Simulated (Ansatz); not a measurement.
# Ge (diamond type): the cost of one run

Method: DFT PBEsol, with the methods named in each step, in Ansatz 0.2.0.

## 1. The structure to begin with

It takes space group Fd-3m (No. 227, cubic). Conventional cell: a = 5.686 Å, b = 5.686 Å, c = 5.686 Å, α = 90.00°, β = 90.00°, γ = 90.00°. Ge (site symmetry -43m) has 4 Ge at 2.46 Å as nearest neighbours.

Structure file:

```cif
data_structure
_symmetry_space_group_name_H-M 'Fd-3m:1'
_symmetry_Int_Tables_number 227
_cell_length_a 5.6856
_cell_length_b 5.6856
_cell_length_c 5.6856
_cell_angle_alpha 90.000
_cell_angle_beta 90.000
_cell_angle_gamma 90.000
_cell_volume 183.79
loop_
_atom_site_label
_atom_site_type_symbol
_atom_site_symmetry_multiplicity
_atom_site_Wyckoff_symbol
_atom_site_fract_x
_atom_site_fract_y
_atom_site_fract_z
_atom_site_occupancy
Ge1 Ge 8 b 0.00000 0.50000 0.00000 1
```

The file gives the conventional cell by its symmetry; the runs use the cell typed in the input.

Atoms are numbered in the order of the input: Ge1, Ge2.

## 2. Bulk cell relaxed, PAW

Input file input.yaml:

```yaml
crystal:
  lattice:
    - [0.0, 2.8427949738, 2.8427949738]
    - [2.8427949738, 0.0, 2.8427949738]
    - [2.8427949738, 2.8427949738, 0.0]
  atoms:
    - { symbol: Ge, position: [-0.125, -0.125, -0.125] }
    - { symbol: Ge, position: [0.125, 0.125, 0.125] }
kpoints:
  mp_grid: { grid: [10, 10, 10] }
scf:
  occupations: { method: fermi_dirac, width: 0.02 }
hamiltonian:
  xc: pbesol
  pseudopotentials: { kind: paw }
output:
  forces: true
  stress: true
relax:
  f_tol: 0.005
  max_steps: 40
  cell: {}
```

On the command line:

```sh
$ ansatz run input.yaml --threads 1 --pin off --max-ram 3584MiB --backend cpu --events-out ev --progress --plain --runs-dir out
```

**Question.** How long does this run take on 1 thread of Arm Neoverse V1, shared host, and how much memory does it need?

About 6.4 s, with a peak of 0.32 GiB.
